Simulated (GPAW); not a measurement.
InSb3:

```xyz
4
Lattice="4.8064 0.0000 0.0000 0.0000 4.8064 0.0000 0.0000 0.0000 4.8064" Properties=species:S:1:pos:R:3 pbc="T T T"
Sb    2.4032    2.4032    0.0000
Sb    0.0000    2.4032    2.4032
Sb    2.4032    0.0000    2.4032
In    0.0000    0.0000    0.0000
```

The cell comes from a database or a generator and needn't be the stable form of this composition.

Base run:

```yaml
Program: GPAW 26.7.0
Functional: LDA
Potentials_or_basis: the program's PAW data sets (release 1.2.1) made for this functional
Cutoff: 600 eV
Basis: pw
k_mesh: 6 × 6 × 6
Occupations: fermi-dirac, width 0.05 eV
Spin: no spin polarisation
```

Its results: pressure -4.1 GPa.

Q: After a change of settings the same cell gave: pressure -5.8 GPa. Which change was it?
A. functional from LDA to r2SCAN; potentials or basis from the program's PAW data sets (release 1.2.1) made for this functional to GPAW PAW data sets (gpaw-data 1.2.1)
B. functional from LDA to PBE; potentials or basis from the program's PAW data sets (release 1.2.1) made for this functional to GPAW PAW data sets (gpaw-data 1.2.1)
C. functional from LDA to PBEsol; potentials or basis from the program's PAW data sets (release 1.2.1) made for this functional to PAW data sets generated in the run's folder for this functional
D. cutoff from 600 eV to 450 eV; k mesh from 6 × 6 × 6 to 5 × 5 × 5

A: D.

Caveats: the cutoff is short for stress and forces, so pressures can be off by a GPa or more (some runs).
